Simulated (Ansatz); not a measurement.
Task: a charge-density difference against the sublattices of TeI2, space group P4_2/mnm, with the Python package of Ansatz (0.2.0). Give the script and its output. Level of theory (first run): LDA, PAW, cutoff 460 eV, 3×3×6 k-points, cold smearing of 0.15 eV.

```
CELL_PARAMETERS angstrom
8.86229 0.00000 0.00000
0.00000 8.86229 0.00000
0.00000 0.00000 4.17631
ATOMIC_POSITIONS crystal
Te 0.00000 0.00000 0.00000
Te 0.50000 0.50000 0.50000
I 0.32771 0.32771 0.00000
I 0.67229 0.67229 0.00000
I 0.17229 0.82771 0.50000
I 0.82771 0.17229 0.50000
```

`drho.py`
```python
from dataclasses import dataclass

import ansatz as az
import numpy as np


@dataclass(frozen=True)
class RunConfig:
    extra_bands: int = 16
    cutoff: int = 460
    kmesh: tuple[int, ...] = (3, 3, 6)


opts = RunConfig()

VECTORS = np.array([
    [8.862293, 0.0, 0.0],
    [0.0, 8.862293, 0.0],
    [0.0, 0.0, 4.176314],
])
SITES = [
    ("Te", (0.0, 0.0, 0.0)),
    ("Te", (0.5, 0.5, 0.5)),
    ("I", (0.327707, 0.327707, 0.0)),
    ("I", (0.672293, 0.672293, 0.0)),
    ("I", (0.172293, 0.827707, 0.5)),
    ("I", (0.827707, 0.172293, 0.5)),
]


def build(cell):
    crystal = az.Crystal(lattice=az.Lattice.of(cell))
    for symbol, position in SITES:
        crystal = crystal.atom(symbol, position)
    return crystal

def solve(crystal):
    return (
        crystal.calculation()
        .functional(az.Functional.LDA)
        .occupations(az.OccupationsMethod.COLD, width=150 * az.meV)
        .eigensolver("davidson", full_accuracy=True)
        .scf(extra_bands=opts.extra_bands)
        .basis(opts.cutoff, grid_basis="typed")
        .kpoints(*opts.kmesh)
        .density()
        .run(threads=1)
    )


whole = solve(build(VECTORS))
difference = whole.density().channels[0].density_e_per_ang3.copy()
binding = whole.report["free_energy_ev"]
for element in ["Te", "I"]:
    part = az.Crystal(lattice=az.Lattice.of(VECTORS))
    for symbol, position in SITES:
        if symbol == element:
            part = part.atom(symbol, position)
    alone = solve(part)
    difference -= alone.density().channels[0].density_e_per_ang3
    binding -= alone.report["free_energy_ev"]
    print(f"{element} sublattice: {alone.report['n_electrons']:g} electrons, {alone.report['n_iterations']} iterations")

voxel = abs(np.linalg.det(VECTORS)) / difference.size
print(f"energy of the crystal less its unpolarised sublattices: {binding / len(SITES):.4f} eV/atom")
print(f"net charge of the difference {difference.sum() * voxel:.5f} e, charge rearranged {0.5 * np.abs(difference).sum() * voxel:.3f} e")
print(f"extremes {difference.min():.4f} and {difference.max():.4f} e/A^3")
for (symbol, position) in SITES:
    index = tuple(int(round(p * n)) % n for p, n in zip(position, difference.shape))
    print(f"  change of the pseudo-density at the grid point nearest {symbol}: {difference[index]:+.4f} e/A^3")
```

Running `python drho.py` prints:
```text
Te sublattice: 32 electrons, 7 iterations
I sublattice: 68 electrons, 10 iterations
energy of the crystal less its unpolarised sublattices: -1.7986 eV/atom
net charge of the difference 0.00000 e, charge rearranged 0.942 e
extremes -0.1042 and 0.0771 e/A^3
  change of the pseudo-density at the grid point nearest Te: -0.0227 e/A^3
  change of the pseudo-density at the grid point nearest Te: -0.0227 e/A^3
  change of the pseudo-density at the grid point nearest I: +0.0183 e/A^3
  change of the pseudo-density at the grid point nearest I: +0.0183 e/A^3
  change of the pseudo-density at the grid point nearest I: +0.0183 e/A^3
  change of the pseudo-density at the grid point nearest I: +0.0183 e/A^3
```

Notes:
- These settings explore the input space; cutoff and mesh may be short of convergence.
- Densities and potentials on the grid are those of the valence electrons, and inside the cores they hang on the potentials used.
- This cell is a computed structure, which may not be the phase found in nature.
- Charge moved counts every rearrangement, bonding and polarisation too, and is no transfer between atoms; the bare sublattices are artificial references. Values near the nuclei depend on the potentials.
- Run time: 63 s on 1 thread of Arm Neoverse V2, on a shared host, peak memory 0.62 GiB.
